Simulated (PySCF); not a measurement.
# F4H5O3S: the cost of one run

Programs: PySCF 2.14.0. All values are calculated, for the isolated system unless a continuum is named. Atoms count from 0, parts from 1.

## Step 1: Starting point

13 atoms, charge -1, multiplicity 1; geometry: GFN2-xTB, MD frame. Parts: 1 = atoms 0–4, `O=S([O-])O`, charge -1; 2 = atoms 5–6, `F`, charge 0; 3 = atoms 7–8, `F`, charge 0; 4 = atoms 9–10, `F`, charge 0; 5 = atoms 11–12, `F`, charge 0. In the given geometry H6 has moved to O0 of another part (1.00 Å), so values for the parts refer to these atom groups.

## Step 2: NMR shieldings: 375 fs

Job settings and geometry (Å):

```
{"job": {"kind": "nmr", "xc": "PBE0", "basis": "pcSseg-1", "pop": false}, "charge": -1, "multiplicity": 1, "parts": [{"atoms": "0-4", "charge": -1, "multiplicity": 1}, {"atoms": "5-6", "charge": 0, "multiplicity": 1}, {"atoms": "7-8", "charge": 0, "multiplicity": 1}, {"atoms": "9-10", "charge": 0, "multiplicity": 1}, {"atoms": "11-12", "charge": 0, "multiplicity": 1}]}
O     -0.652240     0.338315     1.106277
S      0.299112     1.457541     1.907392
O     -0.225976     2.738064     1.568916
O      1.726045     1.284262     1.010365
H      1.566376     1.679573     0.113083
F     -1.076427     0.958160    -1.493374
H     -0.854113     0.723459     0.210931
F      1.173855     1.024484    -1.861993
H      0.161364     1.071423    -1.886278
F     -2.073394    -0.933375     3.014280
H     -1.611526    -0.572809     2.242164
F     -2.830216     0.693628    -3.269544
H     -2.040946     0.939360    -2.560809
```

Level: GIAO PBE0/pcSseg-1 NMR shielding, non-relativistic, gas phase.

On the command line:

```sh
OMP_NUM_THREADS=1 python cluster_run.py task.json out
```

This one command runs all jobs of the session in turn.

Q: Estimate the wall time and peak memory of this first job on 1 thread of Arm Neoverse V2, shared host.

About 16 s, with a peak of 0.75 GiB.
